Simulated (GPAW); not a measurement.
# Zr3S2 (R32) in GPAW: notebook

The runs below take Zr3S2 through band structure, with PBEsol, LDA.

Program: GPAW 26.7.0. These are calculated values, not measurements. Logs are shortened: lines on timing, memory, paths and dates and some standing lists are left out, and cuts for length are marked. The log counts tension as positive stress, the text compression.

## Step 1: The structure

It takes space group R32 (No. 155, trigonal). The conventional cell has a = 5.805 Å, b = 5.805 Å, c = 10.463 Å, α = 90.00°, β = 90.00°, γ = 120.00°. Around Zr (site symmetry 2) lie 4 S at 2.61 to 2.62 Å. Around S (site symmetry 3) lie 6 Zr at 2.61 to 2.62 Å.

The cell comes from a database or a generator and needn't be the stable form of this composition.

## Step 2: Band structure, PBEsol

run.py reads:

```python
from ase import Atoms
from ase.dft.bandgap import bandgap
from ase.io import write
from ase.units import GPa
from gpaw import GPAW, PW, setup_paths

setup_paths.insert(0, '.')

atoms = Atoms(['Zr', 'Zr', 'Zr', 'S', 'S'],
              cell=[[2.9025379727, 1.6757810799, 3.4877732718],
                    [-2.9025379727, 1.6757810799, 3.4877732718],
                    [0.0, -3.3515621597, 3.4877732718]],
              scaled_positions=[[0.838727, 0.5, 0.161273],
                                [0.5, 0.161273, 0.838727],
                                [0.161273, 0.838727, 0.5],
                                [0.665023, 0.665023, 0.665023],
                                [0.334977, 0.334977, 0.334977]],
              pbc=True)

calc = GPAW(mode=PW(600),
            xc='PBEsol',
            kpts={'size': (4, 4, 4), 'gamma': True},
            occupations={'name': 'fermi-dirac', 'width': 0.05},
            nbands=44,
            convergence={'density': 1e-05, 'energy': 1e-05},
            maxiter=150,
            txt='gpaw.txt')
atoms.calc = calc
energy = atoms.get_potential_energy()
forces = atoms.get_forces()
stress = atoms.get_stress()
calc.write('gs.gpw')
write('result.traj', atoms)
print(f'Energy: {energy:.6f} eV')
print('Forces (eV/A):')
print(forces.round(4))
print('Stress (GPa):', (stress / GPa).round(3))
print('Fermi level:', round(calc.get_fermi_level(), 4), 'eV')
print(f'Gap: {bandgap(calc)[0]:.4f} eV, direct: {bandgap(calc, direct=True)[0]:.4f} eV')

path = atoms.cell.bandpath('GLB1,BZGX,QFP1Z,LP', npoints=100, eps=1e-4)
bs_calc = calc.fixed_density(kpts=path, symmetry='off', nbands=66,
                             convergence={'bands': 'CBM+6.0', 'eigenstates': 1e-6}, txt='bands.txt')
bs = bs_calc.band_structure()
bs.write('bs.json')
print(f'Gap on the path: {bandgap(bs_calc)[0]:.4f} eV')
```

Potentials or basis: PAW data sets generated in the run's folder for this functional, pw.

On the command line:

```console
> gpaw-setup -f PBEsol S Zr
> OMP_NUM_THREADS=1 python run.py
```

gpaw.txt:

```text
__  _  _
 | _ |_)|_||  |
 |__||  | ||/\| - 26.7.0

Input parameters:
  mode=PW(ecut=600.0),
  convergence={'density': 1e-05, 'energy': 1e-05},
  kpts=MonkhorstPack(size=(4, 4, 4), gamma=True),
  maxiter=150,
  nbands=44,
  occupations=Occupations(name='fermi-dirac', width=0.05),
  xc=XC(name='PBEsol')

Diagonalizing LCAO Hamiltonian
Converting LCAO to pw mode

             S
                 Zr
        Zr
              Zr
             S

Atoms  # Å, Bohr magnetons
|   | symbol |         x |         y |        z |    initial magnetic moments |
|---|--------|-----------|-----------|----------|-----------------------------|
| 0 |     Zr |  0.983168 |  1.702897 | 5.231660 | ( 0.0000,  0.0000,  0.0000) |
| 1 |     Zr |  0.983168 | -1.702897 | 5.231660 | ( 0.0000,  0.0000,  0.0000) |
| 2 |     Zr | -1.966336 |  0.000000 | 5.231660 | ( 0.0000,  0.0000,  0.0000) |
| 3 |      S | -0.000000 |  0.000000 | 6.958348 | ( 0.0000,  0.0000,  0.0000) |
| 4 |      S |  0.000000 |  0.000000 | 3.504971 | ( 0.0000,  0.0000,  0.0000) |

Unit cell  # Å
| periodic |         x |         y |        z |  lengths |    angles |
|----------|-----------|-----------|----------|----------|-----------|
|      yes |  2.902538 |  1.675781 | 3.487773 | 4.837099 | 73.748036 |
|      yes | -2.902538 |  1.675781 | 3.487773 | 4.837099 | 73.748036 |
|      yes |  0.000000 | -3.351562 | 3.487773 | 4.837099 | 73.748036 |

Number of symmetries: 6
Symmetry operations  # r_c * U_cc + t_c -> r_c
|   | kind |            matrix            |
|---|------|------------------------------|
| 0 |  E   |  1, 0, 0,  0, 1, 0,  0, 0, 1 |
| 1 |  C3  |  0, 1, 0,  0, 0, 1,  1, 0, 0 |
| 2 |  C3  |  0, 0, 1,  1, 0, 0,  0, 1, 0 |
| 3 |  C2  |  0, 0,-1,  0,-1, 0, -1, 0, 0 |
| 4 |  C2  |  0,-1, 0, -1, 0, 0,  0, 0,-1 |
| 5 |  C2  | -1, 0, 0,  0, 0,-1,  0,-1, 0 |

BZ-sampling:
  Number of BZ points: 64
  Number of IBZ points: 13

  Monkhorst-Pack size: [4, 4, 4]
  Monkhorst-Pack shift: [0.125, 0.125, 0.125]

K-points  # in reciprocal-cell coordinates
|     |                                coordinates |     weight |
|-----|--------------------------------------------|------------|
|   0 | (  0.00000000,   0.00000000,   0.00000000) | 0.01562500 |
|   1 | (  0.25000000,   0.00000000,  -0.25000000) | 0.09375000 |
|   2 | (  0.25000000,   0.00000000,   0.00000000) | 0.09375000 |
|   3 | (  0.25000000,   0.25000000,  -0.25000000) | 0.09375000 |
|   4 | (  0.25000000,   0.25000000,   0.00000000) | 0.09375000 |
|   5 | (  0.25000000,   0.25000000,   0.25000000) | 0.03125000 |
|   6 | (  0.50000000,   0.00000000,   0.00000000) | 0.04687500 |
|   7 | (  0.50000000,   0.25000000,  -0.25000000) | 0.09375000 |
|   8 | (  0.50000000,   0.25000000,   0.00000000) | 0.18750000 |
|   9 | (  0.50000000,   0.25000000,   0.25000000) | 0.09375000 |
| ... |                                            |            |
|  12 | (  0.50000000,   0.50000000,   0.50000000) | 0.01562500 |

Plane wave coefficients: 3446
Cutoff: 600.0 eV

Spin-components: 1 (collinear spins)
Bands:           44
Projectors:      28
Spin-degeneracy: 2
Datatype:        complex128

Parallelization:
  kpt:    1
  domain: 1
  band:   1

Density:
  Valence electrons: 48.0
  Components: 1
  Grid points: [28 28 28]
  Charge: 0.0  # |e|

Potential:
  Grid points: [28 28 28]

species:
  Zr:
    name:    Zirconium
    Z:       40.0
    valence: 12
    core:    28
    charge:  0.0  # [|e|]
    compensation charges:
      type: gauss
      rc: 0.40  # [Å]
      lmax: 2
    cutoffs:
      filter: 2.39  # [Å]
      core: 1.59  # [Å]
    projectors
    | kind |    occ | energy [eV] | rcut [Å] |
    |------|--------|-------------|----------|
    |   4s |  2.000 |     -54.429 |    1.323 |
    |   5s |  2.000 |      -4.463 |    1.323 |
    |   4p |  6.000 |     -32.434 |    1.334 |
    |   5p |  0.000 |      -1.454 |    1.334 |
    |   4d |  2.000 |      -3.613 |    1.244 |
    |    d |        |      23.598 |    1.244 |

    Using partial waves for Zr as LCAO basis

  S:
    name:    Sulfur
    Z:       16.0
    valence: 6
    core:    10
    charge:  0.0  # [|e|]
    compensation charges:
      type: gauss
      rc: 0.24  # [Å]
      lmax: 2
    cutoffs:
      filter: 1.77  # [Å]
      core: 1.66  # [Å]
    projectors
    | kind |    occ | energy [eV] | rcut [Å] |
    |------|--------|-------------|----------|
    |   3s |  2.000 |     -17.192 |    0.974 |
    |   3p |  4.000 |      -6.978 |    0.979 |
    |    s |        |      10.020 |    0.974 |
    |    p |        |      20.234 |    0.979 |
    |    d |        |       0.000 |    0.900 |

    Using partial waves for S as LCAO basis

Reference energy: -315193.951301  # eV

eigensolver:
  PPCG
  Converge bands: occupied
  niter=2

density mixing:
  MSR1-Mixer
  Pratt-step length: 0.05
  Maximum mixing coefficient: 0.75
  Old densities: 10
  SVD Regularization: 0.005
  Good broyden scale: 1.0
  Trust region scale: 1.0
  Backstep threshold: 4.0
  History deletion threshold: 6.0
  Fourier metric: weight=20.0, sigma=0.015

occupation numbers:
  Fermi-Dirac:
    width: 0.0500  # eV

poisson solver:
  ecut: 4800.0  # eV

xc functional:
  name: PBEsol with 2 nearest neighbor stencil

convergence criteria:
- Maximum integral of absolute [dens]ity change: 1e-05 electrons / valence electron
- Maximum [total energy] change in last 3 cyles: 1e-05 eV / valence electron
- Maximum integral of absolute [eigenst]ate change: 4e-08 eV^2 / valence electron
maximum number of iterations: 150

SCF iterations
|iter     | |      energy | eigst |  dens |
|---------|-|-------------|-------|-------|
|iter:   1| |  -38.691318 | +0.43 |       |
|iter:   2| |  -38.788975 | -1.14 | -1.31 |
|iter:   3| |  -38.837642 | -1.10 | -1.34 |
|iter:   4| |  -38.549441 | -1.53 | -1.53 |
|iter:   5| |  -38.542300 | -2.89 | -1.95 |
|iter:   6| |  -38.543124 | -3.84 | -2.43 |
|iter:   7| |  -38.543172 | -4.84 | -3.04 |
|iter:   8| |  -38.543176c| -6.41 | -3.70 |
|iter:   9| |  -38.543175c| -7.65c| -4.45 |
|iter:  10| |  -38.543175c| -8.27c| -5.09c|

Converged in 10 steps
Energy contributions relative to reference atoms: (reference = -315193.951301)

Energy contributions:
  Kinetic:          11.833617
  Coulomb:         -14.559204
  Zero:              1.173860
  External:          0.000000
  Xc:              -36.982994
  Entropy:          -0.016907
  Spinorbit:         0.000000
  ----------------------------
  Free energy:     -38.551629
  Extrapolated:    -38.543175

dipole moment: (0.000000, -0.000000, 0.000005)  # |e|*Ang

Fermi level: 9.193
Eigenvalues  # (at kpt = [0.000, 0.000, 0.000])
| band index |      eig [eV] | occ [0-2] |
|------------|---------------|-----------|
|          0 |       -39.787 |     2.000 |
|        ... |               |           |
|         14 |         3.294 |     2.000 |
|         15 |         3.294 |     2.000 |
|         16 |         3.617 |     2.000 |
|         17 |         4.990 |     2.000 |
|         18 |         5.168 |     2.000 |
|         19 |         5.168 |     2.000 |
[... 8 lines left out ...]
|         28 |        11.956 |     0.000 |
|         29 |        12.482 |     0.000 |
|        ... |               |           |
|         43 |        18.149 |     0.000 |

No gap
No difference between direct/indirect transitions

Forces  # eV/Ang
|        x |        y |        z |
|----------|----------|----------|
| -0.06265 | -0.10851 | -0.00000 |  # Zr   0
| -0.06265 |  0.10851 |  0.00000 |  # Zr   1
|  0.12529 |  0.00000 |  0.00000 |  # Zr   2
|  0.00000 |  0.00000 |  0.00133 |  # S    3
|  0.00000 | -0.00000 | -0.00133 |  # S    4

Stress tensor  # eV/Ang^3
|         x |         y |         z |
|-----------|-----------|-----------|
|  0.034385 | -0.000000 | -0.000000 |
| -0.000000 |  0.034385 | -0.000000 |
| -0.000000 | -0.000000 |  0.034982 |

# Writing to gs.gpw (mode='')
```

Run time: 4.6 min. Hardware: 1 thread of Arm Neoverse V2, shared host; peak memory 0.7 GiB.

What came out:

```yaml
Free_energy: -38.5516 eV
Pressure: -5.5 GPa
Largest_force: 0.125 eV/Å
Band_gap_along_the_path: none (metal or under the smearing width)
```

Forces in eV/Å, atoms in the order of the input:
```
Zr  -0.063 -0.109  0.000
Zr  -0.063  0.109  0.000
Zr   0.125  0.000  0.000
S    0.000  0.000  0.001
S    0.000  0.000 -0.001
```

Stress tensor (GPa, compression positive):
```
-5.51  0.00  0.00
 0.00 -5.51  0.00
 0.00  0.00 -5.60
```

Levels at the corners of the path, in eV from the Fermi level:
| point | band 22 | band 23 | band 24 | band 25 | band 26 | band 27 |
| --- | --- | --- | --- | --- | --- | --- |
| Γ | -1.81 | 0.13 | 0.13 | 0.71 | 0.71 | 2.03 |
| L | -1.09 | -0.82 | -0.63 | -0.10 | 1.03 | 1.78 |
| B1 | -1.05 | -0.59 | -0.48 | 0.44 | 0.87 | 0.93 |
| B | -1.05 | -0.59 | -0.48 | 0.44 | 0.87 | 0.93 |
| Z | -0.35 | -0.15 | -0.15 | 0.36 | 0.36 | 1.10 |
| Γ | -1.81 | 0.13 | 0.13 | 0.71 | 0.71 | 2.03 |
| X | -1.22 | -0.94 | -0.29 | 0.32 | 0.92 | 1.95 |
| Q | -1.22 | -0.94 | -0.29 | 0.32 | 0.92 | 1.95 |
| F | -1.19 | -0.79 | -0.24 | -0.01 | 0.93 | 1.91 |
| P1 | -0.88 | -0.46 | -0.43 | 0.31 | 0.82 | 0.82 |
| Z | -0.35 | -0.15 | -0.15 | 0.36 | 0.36 | 1.10 |
| L | -1.09 | -0.82 | -0.63 | -0.10 | 1.03 | 1.78 |
| P | -0.88 | -0.46 | -0.43 | 0.31 | 0.82 | 0.82 |

## Step 3: Band structure, LDA

run.py: that of step 2 with these lines changed.

```diff
@@ -4,5 +4,3 @@
 from ase.units import GPa
-from gpaw import GPAW, PW, setup_paths
-
-setup_paths.insert(0, '.')
+from gpaw import GPAW, PW
 
@@ -20,3 +18,3 @@
 calc = GPAW(mode=PW(600),
-            xc='PBEsol',
+            xc='LDA',
             kpts={'size': (4, 4, 4), 'gamma': True},
```

Potentials or basis: the program's PAW data sets (release 1.2.1) made for this functional, pw.

On the command line:

```console
> OMP_NUM_THREADS=1 python run.py
```

Wall time 4.5 min (1 thread of Arm Neoverse V2, shared host); peak memory 0.7 GiB.

Results (log left out):

- Free energy: -40.0502 eV
- Pressure: -8.2 GPa
- Largest force: 0.163 eV/Å
- Band gap along the path: none (metal or under the smearing width)

Forces in eV/Å, atoms in the order of the input:
```
Zr  -0.081 -0.141  0.000
Zr  -0.081  0.141  0.000
Zr   0.163  0.000  0.000
S    0.000  0.000  0.014
S    0.000  0.000 -0.014
```

Stress tensor (GPa, compression positive):
```
-8.04  0.00  0.00
 0.00 -8.04  0.00
 0.00  0.00 -8.43
```

Levels at the corners of the path, in eV from the Fermi level:
```csv
point,band 20,band 21,band 22,band 23,band 24,band 25,band 26,band 27,band 28,band 29
Γ,-4.01,-2.55,-1.80,0.14,0.14,0.70,0.70,2.03,2.73,2.73
L,-3.61,-1.16,-1.08,-0.82,-0.63,-0.09,1.01,1.76,1.79,2.49
B1,-3.84,-1.23,-1.05,-0.58,-0.48,0.43,0.85,0.92,1.47,2.11
B,-3.84,-1.23,-1.05,-0.58,-0.48,0.43,0.85,0.92,1.47,2.11
Z,-4.26,-0.71,-0.36,-0.14,-0.14,0.34,0.34,1.07,1.07,2.22
Γ,-4.01,-2.55,-1.80,0.14,0.14,0.70,0.70,2.03,2.73,2.73
X,-3.58,-1.75,-1.21,-0.93,-0.29,0.32,0.91,1.92,2.05,2.30
Q,-3.58,-1.75,-1.21,-0.93,-0.29,0.32,0.91,1.92,2.05,2.30
F,-3.66,-1.83,-1.18,-0.79,-0.24,-0.02,0.92,1.89,2.01,2.15
P1,-3.91,-1.19,-0.87,-0.45,-0.43,0.31,0.80,0.81,1.38,1.98
Z,-4.26,-0.71,-0.36,-0.14,-0.14,0.34,0.34,1.07,1.07,2.22
L,-3.61,-1.16,-1.08,-0.82,-0.63,-0.09,1.01,1.76,1.79,2.49
P,-3.91,-1.19,-0.87,-0.45,-0.43,0.31,0.80,0.81,1.38,1.98
```
